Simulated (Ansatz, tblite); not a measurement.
**Sn21H32 off disc (Sn21H31Br): a ladder of methods and basis sets**

How do method and basis change the picture of Sn21H32 off disc (Sn21H31Br) (singlet)?

Computed with Ansatz 0.2.0, Gaussian basis. Level: as each input shows.

Plan: GFN1-xTB, GFN2-xTB, PBE-D4/def2-TZVP, r2SCAN-D4/def2-TZVP, BHLYP-D4/def2-TZVP, PBE-D4/def2-SVP, PBE0-D4/def2-SVP, MP2/def2-SVP, RPA/def2-SVP.

2 further runs of the same task are left out: 1 for a known fault of the program, 1 set aside as unsound or not needed.

**1. The relaxed structure**

The geometry is that of the singlet, from an earlier relaxation (r2SCAN-D4/def2-SVP).

53 atoms, charge 0, spin multiplicity 1.

Bond lengths: Sn1–Sn12 2.794 Å, Sn1–Sn13 2.798 Å, Sn1–H23 1.722 Å, Sn1–H24 1.720 Å, Sn2–Sn11 2.804 Å, Sn2–Sn15 2.794 Å, Sn2–H25 1.718 Å, Sn2–H26 1.717 Å, Sn3–Sn14 2.801 Å, Sn3–Sn15 2.804 Å, Sn3–Sn16 2.805 Å, Sn3–H27 1.728 Å, Sn4–Sn11 2.813 Å, Sn4–Sn12 2.808 Å, Sn4–Sn14 2.808 Å, Sn4–Sn19 2.815 Å, Sn5–Sn13 2.800 Å, Sn5–Sn19 2.808 Å and more. Angles: Sn12–Sn1–Sn13 111.7°, Sn12–Sn1–H23 110.4°, Sn12–Sn1–H24 108.7°, Sn13–Sn1–H23 110.1°, Sn13–Sn1–H24 108.5°, H23–Sn1–H24 107.3°, Sn11–Sn2–Sn15 109.3°, Sn11–Sn2–H25 106.7°, Sn11–Sn2–H26 111.3°, Sn15–Sn2–H25 110.3°, Sn15–Sn2–H26 111.3°, H25–Sn2–H26 107.8°, Sn14–Sn3–Sn15 109.9°, Sn14–Sn3–Sn16 110.2°, Sn14–Sn3–H27 109.6°, Sn15–Sn3–Sn16 110.8°, Sn15–Sn3–H27 108.1°, Sn16–Sn3–H27 108.1° and more.

Sn takes a core potential in the def2 sets. No spin-orbit coupling is included.

PBE0-D4/def2-TZVP was run before; its log isn't repeated, and its numbers join the tables.

**2. GFN1-xTB**

Tight binding, by tblite at 300 K electronic temperature and without a spin-polarisation term:

```python
tblite.interface.Calculator('GFN1-xTB', numbers, positions, charge=0, uhf=0).singlepoint()
```

Energy -2004.2332 eV, HOMO -10.42 eV, LUMO -8.76 eV; 0.41 s.

**3. GFN2-xTB**

Tight binding, by tblite at 300 K electronic temperature and without a spin-polarisation term:

```python
tblite.interface.Calculator('GFN2-xTB', numbers, positions, charge=0, uhf=0).singlepoint()
```

Energy -1756.0064 eV, HOMO -10.83 eV, LUMO -9.75 eV; 0.93 s.

**4. PBE-D4/def2-TZVP**

start.molden holds the orbitals of an earlier run on this state, given as this run's starting guess.

The input, in.yaml:

```yaml
crystal:
  periodic: [false, false, false]
  atoms:
    - {symbol: Sn, position_ang: [-5.364418, 2.066741, -0.827229]}
    - {symbol: Sn, position_ang: [-2.272038, -4.771456, 2.361937]}
    - {symbol: Sn, position_ang: [1.110017, -4.476619, -0.849958]}
    - {symbol: Sn, position_ang: [-1.997282, -1.102902, -0.883294]}
    - {symbol: Sn, position_ang: [-2.045788, 2.132971, 2.280689]}
    - {symbol: Sn, position_ang: [1.170042, -1.164321, 2.294829]}
    - {symbol: Sn, position_ang: [1.300786, 2.173122, -0.914738]}
    - {symbol: Sn, position_ang: [-2.065189, 5.350250, -0.934944]}
    - {symbol: Sn, position_ang: [4.445004, -1.188634, -0.850043]}
    - {symbol: Sn, position_ang: [4.776553, 2.321367, 2.253365]}
    - {symbol: Sn, position_ang: [-3.490362, -2.774644, 0.816440]}
    - {symbol: Sn, position_ang: [-3.905428, 0.283466, -2.407953]}
    - {symbol: Sn, position_ang: [-3.686179, 3.730907, 0.669945]}
    - {symbol: Sn, position_ang: [-0.571160, -2.928766, -2.470409]}
    - {symbol: Sn, position_ang: [-0.424295, -6.156509, 0.788248]}
    - {symbol: Sn, position_ang: [2.763586, -2.817386, 0.693708]}
    - {symbol: Sn, position_ang: [-0.274347, 3.875890, -2.496130]}
    - {symbol: Sn, position_ang: [3.006824, 0.583823, -2.475919]}
    - {symbol: Sn, position_ang: [-0.353133, 0.558826, 0.685806]}
    - {symbol: Sn, position_ang: [2.881716, 3.757408, 0.779184]}
    - {symbol: Sn, position_ang: [6.121030, 0.366859, 0.772728]}
    - {symbol: Br, position_ang: [-4.649207, -4.239279, -0.928861]}
    - {symbol: H, position_ang: [-6.418285, 3.013615, -1.805213]}
    - {symbol: H, position_ang: [-6.347436, 1.165114, 0.259176]}
    - {symbol: H, position_ang: [-3.524780, -5.827181, 2.879952]}
    - {symbol: H, position_ang: [-1.528590, -4.111640, 3.761642]}
    - {symbol: H, position_ang: [2.119071, -5.468425, -1.842478]}
    - {symbol: H, position_ang: [-3.002456, 1.075089, 3.250728]}
    - {symbol: H, position_ang: [-1.104799, 3.092116, 3.357919]}
    - {symbol: H, position_ang: [0.081451, -2.115219, 3.235840]}
    - {symbol: H, position_ang: [2.130825, -0.262222, 3.402643]}
    - {symbol: H, position_ang: [-3.036743, 6.357300, -1.938266]}
    - {symbol: H, position_ang: [-1.145250, 6.386075, 0.087023]}
    - {symbol: H, position_ang: [5.435259, -2.195443, -1.846380]}
    - {symbol: H, position_ang: [3.998767, 1.584397, 3.595660]}
    - {symbol: H, position_ang: [5.936348, 3.424812, 2.886485]}
    - {symbol: H, position_ang: [-4.804278, -1.985505, 1.613232]}
    - {symbol: H, position_ang: [-4.946587, -0.856385, -3.162961]}
    - {symbol: H, position_ang: [-3.093808, 1.151228, -3.652567]}
    - {symbol: H, position_ang: [-4.654536, 4.750040, 1.674352]}
    - {symbol: H, position_ang: [-1.679300, -3.937464, -3.307976]}
    - {symbol: H, position_ang: [0.356586, -2.075294, -3.641847]}
    - {symbol: H, position_ang: [-1.282579, -7.271062, -0.199775]}
    - {symbol: H, position_ang: [0.619064, -7.065742, 1.813953]}
    - {symbol: H, position_ang: [3.756148, -3.804889, 1.708124]}
    - {symbol: H, position_ang: [-1.129872, 2.949522, -3.666218]}
    - {symbol: H, position_ang: [0.765038, 4.946967, -3.356006]}
    - {symbol: H, position_ang: [2.111754, -0.238293, -3.692319]}
    - {symbol: H, position_ang: [4.124561, 1.621965, -3.278911]}
    - {symbol: H, position_ang: [1.853404, 4.627395, 1.854744]}
    - {symbol: H, position_ang: [3.702627, 4.925299, -0.186113]}
    - {symbol: H, position_ang: [7.012705, -0.644477, 1.844554]}
    - {symbol: H, position_ang: [7.265860, 1.158693, -0.242797]}
basis:
  gaussian: {orbitals: def2-TZVP, fitting: {mean_field: def2-universal-jkfit}, initial_orbitals: start.molden}
hamiltonian: {xc: pbe, dispersion: d4}
scf: {omitted_lower_state_checks: [starts]}
output: {forces: true, orbitals: {seedname: orbitals}}
```

Launch:

```bash
ansatz run in.yaml --threads 10 --pin off --events-out ev --progress --plain --max-ram 110592MiB --backend cuda --devices 0, --max-vram 75GiB
```

The runs that follow: r2SCAN-D4/def2-TZVP; BHLYP-D4/def2-TZVP; PBE-D4/def2-SVP; PBE0-D4/def2-SVP; MP2/def2-SVP; RPA/def2-SVP.

Q: Predict the results of all the runs planned. Wanted: gap in def2-TZVP, named functionals, smallest and largest; correlation energy, MP2/def2-SVP; binding an atom, functionals in def2-TZVP; PBE0 total energy, smallest basis above largest.

**Answer**, as computed:

| quantity | value |
| --- | --- |
| gap in def2-TZVP, named functionals, smallest and largest | 2.91 eV (PBE-D4), 5.88 eV (BHLYP-D4) |
| correlation energy, MP2/def2-SVP | -70.89 eV |
| binding an atom, functionals in def2-TZVP | 2.45 (BHLYP-D4) to 2.46 eV (r2SCAN-D4) |
| PBE0 total energy, smallest basis above largest | 12.47 eV (def2-SVP, def2-TZVP) |

In words: Orbital gaps of the named functionals in def2-TZVP span 2.91 eV (PBE-D4) to 5.88 eV (BHLYP-D4); exact exchange widens it.
